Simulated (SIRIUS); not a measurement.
# Si2C (P4/mmm) in SIRIUS: reference runs, part 2 of 2

SIRIUS 7.10.0.

### 3 Single point, PBE

sirius.json reads:

```json
{
  "control": {
    "processing_unit": "cpu",
    "verbosity": 2,
    "num_bands_to_print": 13,
    "print_forces": true,
    "print_stress": true
  },
  "parameters": {
    "electronic_structure_method": "pseudopotential",
    "xc_functionals": ["XC_GGA_X_PBE", "XC_GGA_C_PBE"],
    "gk_cutoff": 9.1,
    "pw_cutoff": 18.2,
    "ngridk": [10, 10, 5],
    "shiftk": [0, 0, 0],
    "smearing": "fermi_dirac",
    "smearing_width": 0.0018374661,
    "num_bands": 13,
    "num_mag_dims": 0,
    "num_dft_iter": 100,
    "energy_tol": 1e-08,
    "density_tol": 1e-06
  },
  "iterative_solver": {
    "type": "davidson",
    "min_tolerance": 1e-09,
    "tolerance_scale": [0.1, 0.25]
  },
  "mixer": {
    "type": "anderson",
    "beta": 0.7,
    "max_history": 8
  },
  "settings": {
    "tol_ne": 1e-10,
    "pseudo_grid_cutoff": 6.5
  },
  "unit_cell": {
    "lattice_vectors": [
      [5.04298672546, 0.0, 0.0],
      [0.0, 5.04298672546, 0.0],
      [0.0, 0.0, 10.454310363365]
    ],
    "atom_coordinate_units": "lattice",
    "atom_types": ["Si", "C"],
    "atom_files": {
      "Si": "Si.json",
      "C": "C.json"
    },
    "atoms": {
      "Si": [
        [0.5, 0.5, 0.28432271],
        [0.5, 0.5, 0.71567729]
      ],
      "C": [
        [0.0, 0.0, 0.0]
      ]
    }
  }
}
```

Potentials or basis: PseudoDojo 0.4.1 PBE standard (scalar relativistic).

Run with:

```console
upf_to_json Si.upf
upf_to_json C.upf
OMP_NUM_THREADS=1 sirius.scf --input=sirius.json --output=out.json --task=0
```

Standard output:

```text
[info] SIRIUS version : 7.10.0
[info] number of MPI ranks           : 1
[info] MPI grid                      : 1 1
[info] maximum number of OMP threads : 1
[fft] FFT context for density and potential
[fft] =====================================
[fft]   comm size                             : 1
[fft]   plane wave cutoff                     : 18.2
[fft]   grid size                             : 32 32 64   total : 65536
[fft]   grid limits                           : -15 16   -15 16   -31 32
[fft]   number of G-vectors within the cutoff : 13571
[fft]   local number of G-vectors             : 13571
[fft]   number of G-shells                    : 2053
[fft] FFT context for coarse grid
[fft] =====================================
[fft]   comm size                             : 1
[fft]   plane wave cutoff                     : 18.2
[fft]   grid size                             : 32 32 64   total : 65536
[fft]   grid limits                           : -15 16   -15 16   -31 32
[fft]   number of G-vectors within the cutoff : 13571
[fft]   local number of G-vectors             : 13571
[fft]   number of G-shells                    : 2053
[unit cell] lattice vectors
[unit cell]   a1 :       5.0429867255      0.0000000000      0.0000000000
[unit cell]   a2 :       0.0000000000      5.0429867255      0.0000000000
[unit cell]   a3 :       0.0000000000      0.0000000000     10.4543103634
[unit cell] reciprocal lattice vectors
[unit cell]   b1 :       1.2459254107      0.0000000000      0.0000000000
[unit cell]   b2 :       0.0000000000      1.2459254107      0.0000000000
[unit cell]   b3 :       0.0000000000      0.0000000000      0.6010138487
[unit cell] unit cell volume :       265.87104287 [a.u.^3]
[unit cell] 1/sqrt(omega)    :         0.06132880
[unit cell] MT volume        :         0.00000000 ( 0.00%)
[unit cell] IT volume        :       265.87104287 (100.00%)
[unit cell] number of atom types : 2
[unit cell] type id : 0 symbol : Si mt_radius :  15.090000 num_atoms : 2
[... 351 lines left out ...]
[find] valence_eval_sum               :       1.53364032
[find] <rho|V^{XC}>                   :      -5.37550055
[find] <rho|E^{XC}>                   :      -5.06592448
[find] <mag|B^{XC}>                   :       0.00000000
[find] <rho|V^{H}>                    :       2.30609000
[find] one-electron contribution      :       4.60305086 (Ha),       9.20610172 (Ry)
[find] hartree contribution           :       1.15304500
[find] xc contribution                :      -5.06592448
[find] ewald contribution             :     -14.99495025
[find] PAW contribution               :       0.00000000
[find] smearing (-TS)                 :      -0.00050598
[find] SCF correction                 :       0.00000098
[find] Total energy                   :     -14.30477789 (Ha),     -28.60955578 (Ry)
[find] Free energy (E-TS)             :     -14.30528387 (Ha),     -28.61056773 (Ry)
[find] band gap (eV)                  :       0.00000000
[find] Efermi                         :       0.33912901
[ground_state] === stress tensor components [kbar] ===
[ground_state] === stress_kin ===
[ground_state] -4834.264530    0.000000    0.000000
[ground_state]     0.000000-4834.264530    0.000000
[ground_state]     0.000000    0.000000-4756.393598
[ground_state] === stress_har ===
[ground_state]  -835.271943    0.000000    0.000000
[ground_state]     0.000000 -835.271943    0.000000
[ground_state]     0.000000    0.000000  394.596332
[ground_state] === stress_ewald ===
[ground_state]  5243.346877    0.000000    0.000000
[ground_state]     0.000000 5243.346877   -0.000000
[ground_state]     0.000000   -0.000000 6106.561573
[ground_state] === stress_vloc ===
[ground_state]   719.394507    0.000000   -0.000000
[ground_state]     0.000000  719.394507    0.000000
[ground_state]    -0.000000    0.000000-1434.259463
[ground_state] === stress_xc ===
[ground_state]   366.950899    0.000000    0.000000
[ground_state]     0.000000  366.950899    0.000000
[ground_state]     0.000000    0.000000  364.105748
[ground_state] === stress_core ===
[ground_state]  1224.666395    0.000000    0.000000
[ground_state]     0.000000 1224.666395    0.000000
[ground_state]     0.000000    0.000000 1225.811098
[ground_state] === stress_nonloc ===
[ground_state] -1800.950204    0.000000   -0.000000
[ground_state]     0.000000-1800.950204   -0.000000
[ground_state]    -0.000000   -0.000000-1816.455669
[ground_state] === stress_us_nl ===
[ground_state] -1800.950204    0.000000   -0.000000
[ground_state]     0.000000-1800.950204   -0.000000
[ground_state]    -0.000000   -0.000000-1816.455669
[ground_state] === stress_total ===
[ground_state]    83.872001    0.000000    0.000000
[ground_state]     0.000000   83.872001   -0.000000
[ground_state]     0.000000   -0.000000   83.966021
[ground_state] ==== total Forces in Ha/bohr =====
[ground_state] atom:    0, force:       0.0000000     -0.0000000     -0.0360804
[ground_state] atom:    1, force:      -0.0000000     -0.0000000      0.0360804
[ground_state] atom:    2, force:       0.0000000      0.0000000      0.0000000
[ground_state] ==== ultrasoft contribution from Qij =====
[ground_state] atom:    0, force:       0.0000000      0.0000000      0.0000000
[ground_state] atom:    1, force:       0.0000000      0.0000000      0.0000000
[ground_state] atom:    2, force:       0.0000000      0.0000000      0.0000000
[ground_state] ==== non-local contribution from Beta-projector =====
[ground_state] atom:    0, force:       0.0000000     -0.0000000     -0.0786519
[ground_state] atom:    1, force:      -0.0000000     -0.0000000      0.0786519
[ground_state] atom:    2, force:       0.0000000      0.0000000      0.0000000
[ground_state] ==== contribution from local potential =====
[ground_state] atom:    0, force:       0.0000000      0.0000000     -0.7696226
[ground_state] atom:    1, force:       0.0000000     -0.0000000      0.7696226
[ground_state] atom:    2, force:       0.0000000      0.0000000      0.0000000
[ground_state] ==== contribution from core density =====
[ground_state] atom:    0, force:       0.0000000      0.0000000      0.0052137
[ground_state] atom:    1, force:       0.0000000      0.0000000     -0.0052137
[ground_state] atom:    2, force:       0.0000000      0.0000000      0.0000000
[ground_state] ==== Ewald forces from ions =====
[ground_state] atom:    0, force:       0.0000000      0.0000000      0.8069795
[ground_state] atom:    1, force:       0.0000000      0.0000000     -0.8069795
[ground_state] atom:    2, force:       0.0000000      0.0000000      0.0000000
[~DFT_ground_state] local op. applied: 25370
[~DFT_ground_state] evp. work count: 8836.02
[~DFT_ground_state] number of iterative solver steps: 2676
```

Run time: 44 s. Hardware: 1 thread of Arm Neoverse V2, shared host; peak memory 0.47 GiB.

Results:

- Free energy: -389.2666 eV
- Pressure: -8.4 GPa
- Largest force: 1.855 eV/Å
- Band gap on the k mesh: none (metal or under the smearing width)

Forces in eV/Å, atoms in the order of the input:
```
Si   0.000  0.000 -1.855
Si   0.000  0.000  1.855
C    0.000  0.000  0.000
```

Caveat: forces of over 1 eV/Å show positions far from the minimum, so gaps and moduli don't describe the material at rest.
